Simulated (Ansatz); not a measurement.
# Ba: the cost of one run

Method: DFT PBEsol, scalar-relativistic, plane waves, PAW, in Ansatz 0.2.0.

**1. The system as given**

It takes space group I4/mcm (No. 140, tetragonal). Conventional cell: a = 8.262 Å, b = 8.262 Å, c = 7.674 Å, α = 90.00°, β = 90.00°, γ = 90.00°. Ba (site symmetry m2m) is surrounded by 7 Ba at 4.15 to 4.28 Å.

Structure file:

```cif
data_structure
_symmetry_space_group_name_H-M 'P 1'
_symmetry_Int_Tables_number 1
_cell_length_a 6.9896
_cell_length_b 6.9896
_cell_length_c 6.9896
_cell_angle_alpha 107.537
_cell_angle_beta 107.537
_cell_angle_gamma 113.413
_cell_volume 261.93
loop_
_atom_site_label
_atom_site_type_symbol
_atom_site_fract_x
_atom_site_fract_y
_atom_site_fract_z
_atom_site_occupancy
Ba1 Ba 0.81814 0.68186 0.50000 1
Ba2 Ba 0.18186 0.31814 0.50000 1
Ba3 Ba 0.31814 0.81814 0.13628 1
Ba4 Ba 0.68186 0.18186 0.86372 1
```

The structure comes from the Materials Project (structure only).

**2. A distortion that keeps the symmetry**

Against the listed cell: strain xx, yy, zz, yz, xz, xy = +6.0, +6.0, +3.0, +0.0, +0.0, +0.0 %; atoms moved by 0.10 Å root mean square, at most 0.10 Å.

input.yaml reads:

```yaml
crystal:
  lattice:
    - [-4.3771247712, 4.3771247712, 3.9500704825]
    - [4.3771247712, -4.3771247712, 3.9500704825]
    - [4.3771247712, 4.3771247712, -3.9500704825]
  atoms:
    - { symbol: Ba, position: [0.826700249, 0.673299751, 0.5] }
    - { symbol: Ba, position: [0.173299751, 0.326700249, 0.5] }
    - { symbol: Ba, position: [0.326700249, 0.826700249, 0.1534004981] }
    - { symbol: Ba, position: [0.673299751, 0.173299751, 0.8465995019] }
basis:
  ecutwfc: 420
kpoints:
  mp_grid: { grid: [8, 8, 8] }
hamiltonian:
  xc: pbesol
scf:
  occupations: { method: gaussian, width: 0.1 }
output:
  forces: true
  stress: true
  eigenvalues: true
```

Launch:

```bash
$ ansatz run input.yaml --threads 1 --pin off --max-ram 1331MiB --backend cpu --events-out ev --progress --plain --runs-dir out
```

Q: Estimate wall time and peak memory on 1 thread of an x86-64 CPU, shared host.

About 20 s, with a peak of 0.79 GiB.
